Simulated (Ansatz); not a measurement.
The system is Ge2Sb2Te5.

```
CELL_PARAMETERS angstrom
6.83914 -3.06601 0.00000
6.83914 3.06601 0.00000
-6.83098 0.00000 6.84761
ATOMIC_POSITIONS crystal
Te 0.59470 0.59470 0.38643
Te 0.79529 0.79529 0.19611
Te 0.00832 0.00832 0.00643
Te 0.20652 0.20652 0.80980
Te 0.39996 0.39996 0.59712
Sb 0.90171 0.90171 0.58787
Sb 0.11187 0.11187 0.41735
Ge 0.28429 0.28429 0.18783
Ge 0.49734 0.49734 0.01104
```

The cell comes from a database or a generator and needn't be the stable form of this composition.

| Item | Value |
| --- | --- |
| Program | Ansatz 0.2.0 |
| Task | relaxation of cell and atoms |
| Functional | PBE |
| Potentials or basis | Ansatz PAW |
| Cutoff | 420 eV (not typed: the program's choice for these potentials) |
| k mesh | 5 × 5 × 4 |
| Occupations | fermi-dirac, width 0.05 eV |
| Spin | no spin polarisation |

At the start: volume 31.91 Å³/atom.

Where does the relaxation end?

It ends after 12 steps and the volume is 32.24 Å³/atom (+1.0 %); space group Cm (No. 8, to 0.05 Å).

The path:
```csv
step,energy change (eV),largest force (eV/Å),volume (Å³)
1,0.0000,0.1958,287.17
2,-0.0208,0.1311,284.48
3,-0.0295,0.1073,285.34
4,-0.0338,0.0934,287.21
5,-0.0409,0.0953,288.27
6,-0.0463,0.0629,289.02
7,-0.0474,0.0404,289.37
8,-0.0482,0.0681,290.25
9,-0.0515,0.0377,290.32
10,-0.0531,0.0297,290.16
11,-0.0539,0.0105,290.12
12,-0.0544,0.0105,290.12
```

Final structure:
```
Te Sb Ge
1.0
     6.93356   -3.06060   -0.06924
     6.93356    3.06060   -0.06924
    -6.99462    0.00000    6.90559
Te Sb Ge
5 2 2
Direct
  0.59940 0.59940 0.38378
  0.80140 0.80140 0.19671
  0.00527 0.00527 0.99892
  0.21452 0.21452 0.81067
  0.40527 0.40527 0.59529
  0.89078 0.89078 0.57598
  0.11240 0.11240 0.43174
  0.27858 0.27858 0.20070
  0.49239 0.49239 0.00621
```

Caveat: the plane-wave basis is chosen anew once the cell has moved, so the energies of steps on either side of that aren't comparable.
